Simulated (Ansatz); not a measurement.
**CH7BGeN2: how energies converge with the basis set**

Aim: see how fast density functionals converge with the basis set for CH7BGeN2.

Method: one geometry, several basis sets; program: Ansatz 0.2.0, Gaussian basis.

The runs, in order: PBE0-D4/def2-SVP; ωB97M-V/def2-SVP; PBE0-D4/def2-QZVPP; ωB97M-V/def2-QZVPP; the functionals' def2-TZVPP values are taken from earlier runs.

## Step 1: The relaxed structure

An earlier PBE0-D4 in a triple-zeta def2 set relaxation fixed the geometry.

12 atoms, charge 0, spin multiplicity 1.

Atoms are counted from 1 here; the program's logs count them from 0.

Bond lengths: B1–N2 1.407 Å, B1–H6 1.188 Å, B1–H7 1.195 Å, N2–C3 1.396 Å, N2–H8 1.009 Å, C3–N4 1.257 Å, C3–H9 1.102 Å, N4–Ge5 1.844 Å, Ge5–H10 1.535 Å, Ge5–H11 1.548 Å, Ge5–H12 1.535 Å. Angles: N2–B1–H6 120.0°, N2–B1–H7 116.8°, H6–B1–H7 123.2°, B1–N2–C3 128.1°, B1–N2–H8 118.9°, C3–N2–H8 113.0°, N2–C3–N4 123.6°, N2–C3–H9 111.7°, N4–C3–H9 124.7°, C3–N4–Ge5 119.7°, N4–Ge5–H10 108.1°, N4–Ge5–H11 110.1°, N4–Ge5–H12 108.1°, H10–Ge5–H11 110.3°, H10–Ge5–H12 110.1°, H11–Ge5–H12 110.3°.

## Step 2: PBE0-D4 in def2-SVP

Input file in.yaml:

```yaml
crystal:
  periodic: [false, false, false]
  atoms:
    - {symbol: B, position_ang: [-0.754111, 2.250136, 0.738073]}
    - {symbol: N, position_ang: [-0.959478, 0.887776, 1.025445]}
    - {symbol: C, position_ang: [-0.363537, -0.220048, 0.420894]}
    - {symbol: N, position_ang: [0.474665, -0.136233, -0.511903]}
    - {symbol: Ge, position_ang: [1.195562, -1.673036, -1.232428]}
    - {symbol: H, position_ang: [0.009484, 2.569014, -0.114624]}
    - {symbol: H, position_ang: [-1.376939, 3.037512, 1.386702]}
    - {symbol: H, position_ang: [-1.610357, 0.636300, 1.753678]}
    - {symbol: H, position_ang: [-0.718989, -1.165583, 0.862061]}
    - {symbol: H, position_ang: [2.718442, -1.616470, -1.046878]}
    - {symbol: H, position_ang: [0.614569, -2.918237, -0.519513]}
    - {symbol: H, position_ang: [0.847888, -1.706130, -2.727408]}
basis:
  gaussian: {orbitals: def2-SVP}
hamiltonian: {xc: pbe0, dispersion: d4}
output: {orbitals: {seedname: orbitals}}
```

After this run come: ωB97M-V in def2-SVP; PBE0-D4 in def2-QZVPP; ωB97M-V in def2-QZVPP.

Q: Predict the results of all the runs planned. Wanted: PBE0-D4: double and triple zeta above quadruple; ωB97M-V: double and triple zeta above quadruple.

The runs gave:

| quantity | value |
| --- | --- |
| PBE0-D4: double and triple zeta above quadruple | 13.98, 1.50 eV |
| ωB97M-V: double and triple zeta above quadruple | 14.15, 1.46 eV |

PBE0-D4 gains 12.47 eV from double to triple zeta, then 1.50 eV more. Total energies overstate the basis error of differences, where much of it tends to cancel.
